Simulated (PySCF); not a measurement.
# H3O5Os (Os(O)2(OH)3+): the cost of one run

Computed with PySCF 2.14.0. Level: B3LYP, Os def2-SVP with ECP60, O def2-SVP, H def2-SVP; scalar-relativistic core potentials, no spin–orbit coupling.

2 further runs of the same task are left out: 1 for a known fault of the program, 1 that didn't finish.

## (1) The system as given

9 atoms, charge 1, spin multiplicity 1.

Bond lengths: Os1–O2 1.722 Å, Os1–O3 1.746 Å, Os1–O4 1.854 Å, Os1–O6 1.854 Å, Os1–O8 1.854 Å, O4–H5 0.984 Å, O6–H7 0.984 Å, O8–H9 0.984 Å. Angles: O2–Os1–O3 180.0°, O2–Os1–O4 89.2°, O2–Os1–O6 89.2°, O2–Os1–O8 89.2°, O3–Os1–O4 90.8°, O3–Os1–O6 90.8°, O3–Os1–O8 90.8°, O4–Os1–O6 120.0°, O4–Os1–O8 120.0°, O6–Os1–O8 120.0°, Os1–O4–H5 114.9°, Os1–O6–H7 114.9°, Os1–O8–H9 114.9°.

As a file:

```xyz
9
charge 1, multiplicity 1
Os    0.0000    0.0000    0.2029
O     0.0000    0.0000    1.9251
O     0.0000    0.0000   -1.5430
O     1.8485   -0.1340    0.2290
H     2.2744   -0.1648   -0.6571
O    -0.8082    1.6679    0.2290
H    -0.9945    2.0522   -0.6571
O    -1.0404   -1.5339    0.2290
H    -1.2800   -1.8873   -0.6571
```

Formal oxidation states: Os +8. An earlier session relaxed this geometry at B3LYP, Os def2-SVP with ECP60, O def2-SVP, H def2-SVP (singlet, point group C3v).

Its energy there is -467.961247 Eh.

## (2) Multiplicity 3 at the relaxed geometry

run.py (the lines that set the calculation)

```python
mol = gto.M(atom='''
Os     0.00000     0.00000     0.20293
O      0.00000     0.00000     1.92506
O      0.00000     0.00000    -1.54302
O      1.84854    -0.13404     0.22899
H      2.27445    -0.16484    -0.65707
O     -0.80819     1.66790     0.22899
H     -0.99447     2.05215    -0.65707
O     -1.04035    -1.53386     0.22899
H     -1.27998    -1.88731    -0.65707''',
    basis={'Os': 'def2-SVP', 'O': 'def2-SVP', 'H': 'def2-SVP'},
    ecp={'Os': 'def2-SVP'},
    charge=1, spin=2)
mf = dft.UKS(mol, xc='B3LYP')
mf.grids.atom_grid = (50, 194)
mf = mf.density_fit()  # fitting sets: Os def2-universal-JKFIT, O def2-universal-JKFIT, H def2-universal-JKFIT
mf.conv_tol = 1e-08; mf.max_cycle = 55
mf.kernel(dm0)  # dm0: free metal ions and neutral atoms
```

Launch:

```sh
$ OMP_NUM_THREADS=2 python run.py
```

**Question.** How long does this run take on 2 threads of Arm Neoverse V2, shared host?

About 8.4 s.
